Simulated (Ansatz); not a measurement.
# AlH2Br (SMILES [H][Al]([H])[Br]) at 6 levels

We compute a comparison of 6 runs (BLYP/STO-3G, HSE06/STO-3G, UPBE/STO-3G, revPBE/STO-3G, MP2/STO-3G, CCSDTQ/STO-3G) of AlH2Br. 

The results are computed with Ansatz 0.2.0.

51 further runs of the same task are left out: 2 that didn't finish, 49 set aside as unsound or not needed.

**1. The structure to begin with**

AlH2Br: 4 atoms, total charge 0, spin state singlet. SMILES: `[H][Al]([H])[Br]`. The H3–Al1 distance was set to 3.835 Å, away from the relaxed value. At this shape a bond of the SMILES string is far longer than usual.

Bond lengths: Al1–Br4 2.240 Å, Al1–H2 1.534 Å. Angles: H2–Al1–Br4 120.8°.

**2. A single-point energy at BLYP/STO-3G (run 1)**

Contents of run.yaml:

```yaml
crystal:
  periodic: [false, false, false]
  atoms:
    - {symbol: Al, position_ang: [1.175792, -1.882864, 0.034945]}
    - {symbol: H, position_ang: [2.709702, -1.884954, 0.045625]}
    - {symbol: H, position_ang: [-0.640600, 1.494120, -0.021230]}
    - {symbol: Br, position_ang: [0.024602, -3.804854, 0.041765]}
basis:
  gaussian:
    orbitals: STO-3G
hamiltonian:
  xc: {name: BLYP}
accuracy: high
```

Launch:

```
$ ansatz run run.yaml --threads 1 --pin off --max-ram 2610MiB --events-out events.jsonl --progress --plain --runs-dir runs
```

Output:

```text
Warning: RAYON_NUM_THREADS=1 ignored (pool sized by the plan → 1); use --threads N
Functional definition: BLYP
  name "BLYP"
  parameter beta = 0.0042
  parameter a = 0.04918
  parameter b = 0.132
  parameter c = 0.2533
  parameter d = 0.349
  exchange = b88_x(beta = beta)
  correlation = lyp_c(a = a, b = b, c = c, d = d)
405 factors; integrals over basis functions are off by at most 9.3e-9 eV
mean field evaluation 1: about -75810.3391 eV, gradient 2.9e1 eV
mean field evaluation 2: about -75778.6774 eV, gradient 8.2e1 eV
mean field evaluation 4: about -75813.6835 eV, gradient 9.3e0 eV
mean field evaluation 8: about -75807.4902 eV, gradient 1.1e1 eV
mean field evaluation 16: about -75820.7515 eV, gradient 1.6e-6 eV
mean field -75820.75150575 eV, -2786.3612246849 hartree, gradient 9.3e-8 eV, S^2 0.000000; 0 other end points of the search recorded, 0 dependent functions left out
reference -75820.75154803 eV, -2786.3612262388 hartree; 25, 25 occupied and 4, 4 virtual orbitals, 405 factors
Total energy: -75820.75154803 eV, -2786.3612262388 hartree
```

Run time: 1.4 s. Hardware: 1 thread of Arm Neoverse V1, shared host; peak memory 0.099 GiB.

**3. The energy at HSE06/STO-3G (run 2)**

Contents of input.yaml:

```yaml
crystal:
  periodic: [false, false, false]
  atoms:
    - {symbol: Al, position_ang: [1.175792, -1.882864, 0.034945]}
    - {symbol: H, position_ang: [2.709702, -1.884954, 0.045625]}
    - {symbol: H, position_ang: [-0.640600, 1.494120, -0.021230]}
    - {symbol: Br, position_ang: [0.024602, -3.804854, 0.041765]}
basis:
  gaussian:
    orbitals: STO-3G
hamiltonian:
  xc: hse06
accuracy: high
```

Launch:

```
$ ansatz run input.yaml --threads 1 --pin off --max-ram 2610MiB --events-out events.jsonl --progress --plain --runs-dir runs
```

Output:

```text
Warning: RAYON_NUM_THREADS=1 ignored (pool sized by the plan → 1); use --threads N
Functional definition: HSE06
  name "HSE06"
  parameter a = 0.25
  parameter omega = 0.11/bohr
  exchange = pbe_x - a*pbe_x_sr(omega) + a*exact_x_sr(omega)
  correlation = pbe_c
405 factors; integrals over basis functions are off by at most 9.3e-9 eV
58 factors; integrals over basis functions are off by at most 1.2e-9 eV
mean field evaluation 1: about -75806.1028 eV, gradient 2.4e1 eV
mean field evaluation 2: about -75793.3787 eV, gradient 4.8e1 eV
mean field evaluation 4: about -75808.3726 eV, gradient 9.8e0 eV
mean field evaluation 8: about -75808.3733 eV, gradient 9.8e0 eV
mean field evaluation 16: about -75814.8461 eV, gradient 4.2e-4 eV
mean field -75814.84614088 eV, -2786.1442065289 hartree, gradient 1.4e-8 eV, S^2 0.000000; 0 other end points of the search recorded, 0 dependent functions left out
reference -75814.84614287 eV, -2786.1442066021 hartree; 25, 25 occupied and 4, 4 virtual orbitals, 405 factors
Total energy: -75814.84614287 eV, -2786.1442066021 hartree
```

It took 1.9 s on 1 thread of Arm Neoverse V1, shared host; peak memory 0.099 GiB.

Run 3 isn't shown in full; the table further down has it.

**4. The energy at revPBE/STO-3G (run 4)**

Contents of job.yaml:

```yaml
crystal:
  periodic: [false, false, false]
  atoms:
    - {symbol: Al, position_ang: [1.175792, -1.882864, 0.034945]}
    - {symbol: H, position_ang: [2.709702, -1.884954, 0.045625]}
    - {symbol: H, position_ang: [-0.640600, 1.494120, -0.021230]}
    - {symbol: Br, position_ang: [0.024602, -3.804854, 0.041765]}
basis:
  gaussian:
    orbitals: STO-3G
hamiltonian:
  xc: {name: revPBE}
accuracy: high
```

Launch:

```
$ ansatz run job.yaml --threads 1 --pin off --max-ram 2610MiB --events-out events.jsonl --progress --plain --runs-dir runs
```

Output:

```text
Warning: RAYON_NUM_THREADS=1 ignored (pool sized by the plan → 1); use --threads N
Functional definition: revPBE
  name "revPBE"
  parameter kappa = 1.245
  parameter beta = 0.06672455060314922
  exchange = pbe_x(kappa = kappa, mu = beta*pi^2/3)
  correlation = pbe_c(beta = beta)
405 factors; integrals over basis functions are off by at most 9.3e-9 eV
mean field evaluation 1: about -75806.9844 eV, gradient 2.8e1 eV
mean field evaluation 2: about -75781.3550 eV, gradient 7.4e1 eV
mean field evaluation 4: about -75810.0364 eV, gradient 9.5e0 eV
mean field evaluation 8: about -75810.3242 eV, gradient 8.7e0 eV
mean field evaluation 16: about -75817.1093 eV, gradient 2.5e-4 eV
mean field -75817.10930463 eV, -2786.2273762628 hartree, gradient 1.3e-8 eV, S^2 0.000000; 0 other end points of the search recorded, 0 dependent functions left out
reference -75817.10930711 eV, -2786.2273763538 hartree; 25, 25 occupied and 4, 4 virtual orbitals, 405 factors
Total energy: -75817.10930711 eV, -2786.2273763538 hartree
```

Run time: 1.5 s. Hardware: 1 thread of Arm Neoverse V1, shared host; peak memory 0.099 GiB.

Run 5 isn't shown in full; the table further down has it.

**5. A single-point energy at CCSDTQ/STO-3G (run 6)**

run.yaml: that of step 2 with these lines changed.

```diff
@@ -8,6 +8,5 @@
 basis:
-  gaussian:
-    orbitals: STO-3G
-hamiltonian:
-  xc: {name: BLYP}
+  gaussian: {orbitals: STO-3G}
+correlation: {method: ccsdtq, frozen_orbitals: {Al: 5, Br: 9, H: 0}}
 accuracy: high
+scf: {omitted_lower_state_checks: [cluster_reference, increment]}
```

Launch:

```
$ ansatz run run.yaml --threads 1 --pin off --max-ram 2610MiB --events-out events.jsonl --progress --plain --runs-dir runs
```

Output:

```text
Warning: RAYON_NUM_THREADS=1 ignored (pool sized by the plan → 1); use --threads N
[... 12 lines left out ...]
14 core orbitals not correlated: weight in the atoms' cores, before any rotation towards them, 1.000 or more for the frozen orbitals, at most 0.000 for the correlated occupied ones
[... 49 lines left out ...]
WARN: these amplitudes may be one of several solutions (largest doubles amplitude 0.97, level shift 12.17 eV)
Total energy: -75777.43760367 eV, -2784.7694681428 hartree
Checks for a lower state left out: cluster_reference, increment
```

It took 20 s on 1 thread of Arm Neoverse V1, shared host; peak memory 0.22 GiB.

**6. The series**

```
run          level  frozen core orbitals   energy (Eh)  wall time
  1    BLYP/STO-3G                     –  -2786.361226      1.4 s
  2   HSE06/STO-3G                     –  -2786.144207      1.9 s
  3    UPBE/STO-3G                     –  -2785.961768      5.7 s
  4  revPBE/STO-3G                     –  -2786.227376      1.5 s
  5     MP2/STO-3G                    14  -2784.701239     0.34 s
  6  CCSDTQ/STO-3G                    14  -2784.769468       20 s
```

**7. Results**

```
                                           quantity           value
                                run 6: total energy  -2784.76947 Eh
run 6: correlation energy (14 core orbitals frozen)      -227.3 mEh
                               run 6: T1 diagnostic           0.055
```

In words: Totals of different functionals can't be ranked against each other. In runs 5, 6 the log says that unrestricted orbitals would lower the reference, so the values rest on an unstable closed-shell determinant (other closed-shell runs at this shape may share the fault). In runs 1, 2, 3, 4, 5, 6 the basis is minimal, so the values are rough. Spin contamination of the reference: run 3 ⟨S²⟩ = 1.00. Where it is this large, the reference is a mixture of spin states, and values that rest on it are in doubt. All runs together took 31 s, the longest 20 s.
